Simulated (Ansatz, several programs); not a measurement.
SrO in the rocksalt structure, relaxed with PBE in Ansatz (plane waves, PAW): space group Fm-3m (No. 225), cubic; a = 5.195 Å in the conventional setting, 17.52 Å³ an atom. Sr is surrounded by 6 O at 2.60 Å; O is surrounded by 6 Sr at 2.60 Å. The cell was then scaled with its shape and fractional coordinates held. The values are computed, spin-unpolarised, and not measurements.

| V (Å³/atom) | E (meV/atom) |
| --- | --- |
| 16.470 | 18.78 |
| 16.995 | 4.43 |
| 17.521 | 0.00 |
| 18.572 | 14.78 |

Question: Pass a cubic E = c₀ + c₁u + c₂u² + c₃u³, with u = V − 17.390 Å³, through these points.

Answer: c₀ = 0.26, c₁ = -4.011, c₂ = 15.889, c₃ = -1.7772 (meV and Å³).

Question: Where is the minimum, and what bulk modulus follows?

Answer: dE/du = 0 at u = +0.129, so V₀ = 17.52 Å³. B = V₀ d²E/dV² = 17.52 × (2c₂ + 6c₃u) = 17.52 × 30.403 = 533 meV/Å³, and 1 meV/Å³ is 0.16022 GPa: 85 GPa. A third-order Birch-Murnaghan fit to all five points gives 17.52 Å³ and 84 GPa.

Question: Predict the energy and the pressure at the withheld volume, 18.046 Å³.

Answer: With u = +0.656: E ≈ 3.96 meV and P = −dE/dV ≈ -2.33 GPa. The run gives 3.85 meV and, from its stress, -2.32 GPa.
